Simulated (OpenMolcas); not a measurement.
# Fe²⁺ among point charges: CASSCF levels and susceptibility

Aim: the splitting of the states of Fe²⁺ in the field of 5 point charges, its lowest levels with spin-orbit coupling and its magnetic susceptibility.

Program: OpenMolcas 26.06. Level of theory: state-averaged CASSCF, spin-orbit coupling by RASSI with atomic mean-field integrals. These are calculated values, not measurements, unless marked.

1 further run of the same task is left out (it didn't finish).

## (1) The system

| Quantity | Value |
| --- | --- |
| Species | Fe²⁺ (iron, Z = 26, 24 electrons) |
| Basis | ANO-RCC-VTZP [6s5p3d2f1g], 59 functions |
| Scalar Hamiltonian | DKH2, point nucleus |
| Inactive shells | 1s 2s 2p 3s 3p |
| Active space | 6 electrons in 5 orbitals (3d) |
| Some configurations of this space | 3d6 |
| Orbitals | optimised for each spin and parity, averaged over all roots |

Outer shells as boxes (Hund's rule):

3d6
```
3d [↑↓][↑ ][↑ ][↑ ][↑ ]
```

The ion sits among 5 point charges of -2.08 e arranged as a trigonal bipyramid (D3h), 1.81 Å from the ion, with the axial distance 2.154 Å. The active orbitals were held to one l.

Each step is its own input file, run in one work folder so that later steps find the files of earlier ones. Labels, J, g values, rates, χT and fits are worked out afterwards by a script from the matrices that RASSI stores.

## (2) GATEWAY and SEWARD: basis and integrals

Contents of a.inp:

```
&GATEWAY
Coord
1

Fe 0.0 0.0 0.0
Basis=ANO-RCC-VTZP
Group=NoSym
NoMove
AngMom=0.0 0.0 0.0
AMFI
XField
5 Angstrom 0
1.810000 0.000000 0.000000 -2.080000
-0.905000 1.567506 0.000000 -2.080000
-0.905000 -1.567506 0.000000 -2.080000
0.000000 0.000000 2.153900 -2.080000
0.000000 0.000000 -2.153900 -2.080000
&SEWARD
```

The run is started by

```bash
$ OMP_NUM_THREADS=1 MOLCAS_MEM=1689 MOLCAS_PROJECT=a pymolcas a.inp > a.log
```

## (3) CASSCF: quintets, 5 roots

Contents of a.inp:

```
&RASSCF
FileOrb=start.orb
Symmetry=1
Spin=5
nActEl=6 0 0
Inactive=9
Ras2=5
CIRoot=5 5 1
SDav=5
CIMx=300
Iter=120 100
PrWF=0.3
OrbListing=Nothing
MaxOrb=0
SupSym
1
15 10 11 12 13 14 27 28 29 30 31 32 33 34 35 36
>>> COPY $Project.JobIph JOB001
```

start.orb holds the contracted functions of the basis, ordered by shell, or the orbitals of the step before.

## (4) Reference wave functions, triplets, 45 roots

Contents of a.inp:

```
&RASSCF
FileOrb=start.orb
Symmetry=1
Spin=3
nActEl=6 0 0
Inactive=9
Ras2=5
CIRoot=45 45 1
SDav=45
CIMx=300
Iter=120 100
PrWF=0.3
OrbListing=Nothing
MaxOrb=0
SupSym
1
15 10 11 12 13 14 27 28 29 30 31 32 33 34 35 36
>>> COPY $Project.JobIph JOB002
```

## (5) CASSCF: singlets, 50 roots

Contents of a.inp:

```
&RASSCF
FileOrb=start.orb
Symmetry=1
Spin=1
nActEl=6 0 0
Inactive=9
Ras2=5
CIRoot=50 50 1
SDav=50
CIMx=300
Iter=120 100
PrWF=0.3
OrbListing=Nothing
MaxOrb=0
SupSym
1
15 10 11 12 13 14 27 28 29 30 31 32 33 34 35 36
>>> COPY $Project.JobIph JOB003
```

## (6) RASSI: spin-orbit coupling between the states

Contents of a.inp:

```
&RASSI
NrOfJobIphs=3 5 45 50
1 2 3 4 5
1 2 3 4 5 6 7 8 9 10 11 12 13 14 15 16 17 18 19 20 21 22 23 24 25 26 27
28 29 30 31 32 33 34 35 36 37 38 39 40 41 42 43 44 45
1 2 3 4 5 6 7 8 9 10 11 12 13 14 15 16 17 18 19 20 21 22 23 24 25 26 27
28 29 30 31 32 33 34 35 36 37 38 39 40 41 42 43 44 45 46 47 48 49 50
IphNames
JOB001
JOB002
JOB003
EJob
SpinOrbit
DIPRint=1.0
SOCoupling=1000.0
Subsets=2
Property=9
'ANGMOM' 1 'ANGMOM' 2 'ANGMOM' 3 'MLTPL  1' 1 'MLTPL  1' 2 'MLTPL  1' 3
'AMFI' 1 'AMFI' 2 'AMFI' 3
SOProperty=3
'ANGMOM' 1 'ANGMOM' 2 'ANGMOM' 3
```

What does the calculation give? Wanted: spin-free ground state; first state of the same spin within the active space; lowest level; next level.

As calculated:

```
                                            quantity                           value
                                              method                          CASSCF
                              spin-free ground state  5E, 2-fold in its orbital part
first state of the same spin within the active space                5A1 at 5000 cm⁻¹
                                        lowest level   2-fold, g = 0.00, 0.00, 10.01
                                          next level                       81.6 cm⁻¹
                                         χT at 300 K                  3.77 cm³ K/mol
                           effective moment at 300 K                         5.49 μB
```

What this shows: The spin-free ground state (5E) comes to 100 % from free-ion D terms and keeps the highest spin of the shell. χT at 300 K is 3.77, against 3.01 cm³ K/mol for the spin alone, so orbital moment adds to it. An active space of the d shell alone favours high spin; real ions in strong fields can be low spin. The field of point charges can differ much from that of real complexes. With metal d orbitals alone active, the gaps between spin states are rough; where two lie within a few thousand cm-1, their order is open. Point charges carry no covalency, so the field is a model and not that of real ligands.
